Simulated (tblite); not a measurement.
# C3H8BNOS: the cost of one run

The runs use tblite 0.8.0 and PySCF 2.14.0, with density-fitted response routines of our own; the level of theory stands in each step. All values are computed, except where a source is named. Atoms are numbered from 0 throughout.

## 1. Starting geometry

15 atoms, charge 0, multiplicity 1; geometry from: force field or distance geometry start.

Bonds of the start (Å): B0–N1 1.50, N1–C2 1.14, C2–C3 1.48, C3–S4 1.82, S4–C5 1.80, S4–O6 1.53, B0–H7 1.20, B0–H8 1.19, B0–H9 1.19, C3–H10 1.10, C3–H11 1.11, C5–H12 1.11, C5–H13 1.11, C5–H14 1.11.

## 2. Geometry optimisation with GFN2-xTB

The job: settings as JSON, then the geometry in Å.

```
{"job": {"kind": "relax", "xc": "GFN2-xTB", "basis": "xTB"}, "charge": 0, "multiplicity": 1}
B      3.079200    -0.261400     0.006400
N      1.683800     0.275500    -0.129100
C      0.620600     0.678100    -0.213500
C     -0.753100     1.206100    -0.347600
S     -1.753400     0.604100     1.047300
C     -2.005400    -1.148900     0.701400
O     -3.121500     1.218100     0.769400
H      3.718300     0.472300     0.704400
H      3.576400    -0.326500    -1.070300
H      3.032000    -1.345900     0.499400
H     -0.726900     2.305900    -0.324400
H     -1.196200     0.855500    -1.297800
H     -1.034700    -1.679300     0.785600
H     -2.416000    -1.283200    -0.317200
H     -2.707500    -1.562300     1.452100
```

Started as:

```console
OMP_NUM_THREADS=1 python probes_run.py task.json out
```

One launch serves the whole session: the jobs run in the order shown.

**Question.** How long does this first job take on 1 thread of Arm Neoverse N1, shared host, and how much memory does it need?

About 1 s, with a peak of 0.18 GiB.
